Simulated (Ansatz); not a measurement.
Run this with Ansatz's Python interface and show what comes out.

The script reads `POSCAR_srhfn2`:
```text
SrHfN2
1.0
   1.67836311    0.96900339    5.92202800
  -1.67836311    0.96900339    5.92202800
   0.00000000   -1.93800678    5.92202800
Sr Hf N
1 1 2
Direct
   0.00000000    0.00000000    0.00000000
   0.50000000    0.50000000    0.50000000
   0.23263200    0.23263200    0.23263200
   0.76736800    0.76736800    0.76736800
```

`phonons_srhfn2.py`:
```python
# -*- coding: utf-8 -*-
"""Phonons of SrHfN2 by finite displacements."""

from pathlib import Path

import ansatz as az
from ase.io import read
import numpy as np

FUNCTIONAL = "r2SCAN"
ECUT = 530
SMEARING = "Fixed"
KGRID = (6, 6, 6)

atoms = read("POSCAR_srhfn2", format="vasp")
system = az.Crystal.from_ase(atoms)

# the cell itself: zone-centre modes alone
base = (
    system.calculation()
    .functional(FUNCTIONAL)
    .basis(ECUT)  # a bare number is in eV
    .occupations(SMEARING)
    .kpoints(*KGRID)
    .phonons("fd", supercell=1)
)
out = base.run(runs_dir="phonon_runs")
folder = Path(out.output_folder) / "results"
ph = out.phonons

print("modes at Gamma (1/cm):", np.round(ph.gamma_omega_inv_cm, 1) + 0.0)
print(f"{ph.n_members} displaced supercells, sum-rule residual {ph.asr_residual_pre_ev_ang2:.1e} eV/A^2")
optical = np.sort(ph.gamma_omega_inv_cm)
print("imaginary modes at Gamma:", int((optical < -10).sum()), "- highest mode", round(float(optical[-1]), 1), "1/cm")
```

```console
$ python phonons_srhfn2.py
modes at Gamma (1/cm): [  0.    0.    0.   70.   70.  162.2 162.2 186.5 327.8 428.6 428.6 605.9]
4 displaced supercells, sum-rule residual 3.0e-04 eV/A^2
imaginary modes at Gamma: 0 - highest mode 605.9 1/cm
```

Caveats:
- Spin is left out of this run.
- The cell isn't relaxed first, so the values belong to this volume.
- Spin-orbit coupling, which matters for elements this heavy, is left out.
- No non-analytic term is added, so at the zone centre the longitudinal optical modes of a polar crystal aren't split off.
- The structure comes from a database of computed cells and needn't be a stable or known phase.
- The structure is taken as given and the supercell is small; imaginary modes can come from an unrelaxed or unstable start.
- It ran for 3.2 min on 1 thread of Arm Neoverse V1, with other jobs on the host, peak memory 2 GiB.
